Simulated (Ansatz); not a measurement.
# MnS: the cost of one run

Computed with Ansatz 0.2.0 through its Python package. Level of theory: DFT LDA, plane waves, PAW.

### 1 Starting point

It takes space group Pm-3m (No. 221, cubic). The conventional cell has a = 3.099 Å, b = 3.099 Å, c = 3.099 Å, α = 90.00°, β = 90.00°, γ = 90.00°. Mn (site symmetry m-3m) is surrounded by 8 S at 2.68 Å. S (site symmetry m-3m) has 8 Mn at 2.68 Å as nearest neighbours.

No structure file is read: the coordinates are typed or built in the script.

### 2 The script

orders_mns.py reads:

```python
"""Magnetic orders of MnS compared."""

import ansatz as az
import numpy as np


def count_gap(report):
    # lowest empty less highest filled band, counting bands; zero where they overlap
    return max(report.get("gap_by_band_count_ev") or 0.0, 0.0)

CELL = [
    (6.19808, 0.0, 0.0),
    (0.0, 3.09904, 0.0),
    (0.0, 0.0, 3.09904),
]
ATOMS = [
    ("Mn", (0.25, 0.5, 0.5)),
    ("S", (0.0, 0.0, 0.0)),
    ("Mn", (0.75, 0.5, 0.5)),
    ("S", (0.5, 0.0, 0.0)),
]


def ordered(moments):
    crystal = az.Crystal(lattice=az.Lattice.of(CELL))
    for (symbol, position), moment in zip(ATOMS, moments):
        crystal = crystal.atom(symbol, position, moment=moment or None)
    return crystal

# starting moments in muB, one an atom
orders = {
    "FM": [3.2, 0, 3.2, 0],
    "AFM": [3.2, 0, -3.2, 0],
}

rows = []
for label, moments in orders.items():
    setup = (
        ordered(moments).calculation()
        .pseudopotentials("paw")
        .functional("LDA")
        .occupations("methfessel_paxton", width=0.01)
        .scf(max_iterations=80)
        .eigensolver("davidson", mixed_precision=False)
        .kpoints(3, 6, 6, shift=0.5)
        .spin("collinear")
        .band_table()
    )
    report = setup.run(threads=1).report
    rows.append((label, report["free_energy_ev"], report["magnetization_mub"], report["absolute_magnetization_mub"], max(abs(m) for m in report["site_moments_mub"]), count_gap(report)))
    print(label, "site moments:", [round(m, 2) for m in report["site_moments_mub"]])

# the same cell with no spin polarisation
plain = (
    ordered([0] * len(ATOMS)).calculation()
    .pseudopotentials("paw")
    .functional("LDA")
    .occupations("methfessel_paxton", width=0.01)
    .scf(max_iterations=80)
    .eigensolver("davidson", mixed_precision=False)
    .kpoints(3, 6, 6, shift=0.5)
    .band_table()
)
report = plain.run(threads=1).report
rows.append(("NM", report["free_energy_ev"], 0.0, 0.0, 0.0, count_gap(report)))

lowest = min(row[1] for row in rows)
rows = [(row[0], 1000 * (row[1] - lowest) / 2, *row[2:]) for row in sorted(rows, key=lambda row: row[1])]
lines = [",".join(["order", "meV/magnetic atom", "net muB", "absolute muB", "largest site muB", "gap by band count eV"])] + [",".join(f"{v:.4f}" if isinstance(v, float) else str(v) for v in row) for row in rows]
print("\n".join(lines))
with open("orders.csv", "w") as handle:
    handle.write("\n".join(lines) + "\n")
print("lowest of these starts:", rows[0][0])
```

### 3 The run

The run is started by

```
$ python orders_mns.py
```

Q: Estimate wall time and peak memory on 1 thread of Arm Neoverse V1, shared host.

About 15 s, with a peak of 0.4 GiB.
